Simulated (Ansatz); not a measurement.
**FH4InO2Si: basis-set convergence**

The task here is to estimate one member of a computed series from the others.

Program: Ansatz 0.2.0, Gaussian basis. Level of theory: one geometry, several basis sets. These are calculated values, not measurements.

The runs, in order: PBE0-D4/def2-SVP; ωB97M-V/def2-SVP; PBE0-D4/def2-QZVPP; ωB97M-V/def2-QZVPP; the functionals' def2-TZVPP values are taken from earlier runs.

## The geometry

The geometry comes from an earlier relaxation with PBE0-D4 in a triple-zeta def2 set; it is a stationary point, not always the lowest conformer. In takes the def2 core potential; no spin-orbit term is included.

SMILES `[OH][In]([F])[O][SiH3]`, 9 atoms, charge 0, spin multiplicity 1.

Atoms are counted from 1 here; the program's logs count them from 0.

Bond lengths: O1–In2 1.955 Å, O1–H6 0.962 Å, In2–F3 1.946 Å, In2–O4 1.946 Å, O4–Si5 1.639 Å, Si5–H7 1.489 Å, Si5–H8 1.486 Å, Si5–H9 1.489 Å. Angles: In2–O1–H6 111.1°, O1–In2–F3 117.9°, O1–In2–O4 125.4°, F3–In2–O4 116.6°, In2–O4–Si5 135.9°, O4–Si5–H7 111.2°, O4–Si5–H8 107.9°, O4–Si5–H9 111.2°, H7–Si5–H8 109.2°, H7–Si5–H9 108.3°, H8–Si5–H9 109.1°.

The first run:

in.yaml

```yaml
crystal:
  periodic: [false, false, false]
  atoms:
    - {symbol: O, position_ang: [-2.484880, 1.874094, 0.672455]}
    - {symbol: In, position_ang: [-0.721718, 1.048249, 0.498901]}
    - {symbol: F, position_ang: [0.793243, 1.953163, 1.318227]}
    - {symbol: O, position_ang: [-0.343325, -0.619017, -0.430619]}
    - {symbol: Si, position_ang: [0.991392, -1.520386, -0.732579]}
    - {symbol: H, position_ang: [-2.434837, 2.694060, 1.172982]}
    - {symbol: H, position_ang: [2.000325, -0.745007, -1.506187]}
    - {symbol: H, position_ang: [0.572990, -2.704382, -1.526190]}
    - {symbol: H, position_ang: [1.626808, -1.980764, 0.533019]}
basis:
  gaussian: {orbitals: def2-SVP}
hamiltonian: {xc: pbe0, dispersion: d4}
output: {orbitals: {seedname: orbitals}}
```

Started as:

```console
$ ansatz run in.yaml --threads 4 --pin off --events-out ev --progress --plain --max-ram 10444MiB
```

Steps of the session up to this table: PBE0-D4 in def2-SVP; ωB97M-V in def2-SVP; PBE0-D4 in def2-QZVPP; ωB97M-V in def2-QZVPP.

One table of the session follows, with a row left open; its other results are not shown here.

It belongs to the step «Functionals by basis». 

```
functional       basis  HOMO (eV)  LUMO (eV)
   PBE0-D4    def2-SVP      -8.62      -2.35
   PBE0-D4  def2-TZVPP          ?          ?
   PBE0-D4  def2-QZVPP      -8.78      -2.60
   ωB97M-V    def2-SVP     -10.89      -0.34
   ωB97M-V  def2-TZVPP     -11.06      -0.63
   ωB97M-V  def2-QZVPP     -11.09      -0.81
```

**Question.** Estimate the row for PBE0-D4, def2-TZVPP.

The run gave: HOMO (eV): -8.75; LUMO (eV): -2.54. In the column «HOMO (eV)» it lies between PBE0-D4, def2-QZVPP (-8.78) and PBE0-D4, def2-SVP (-8.62).
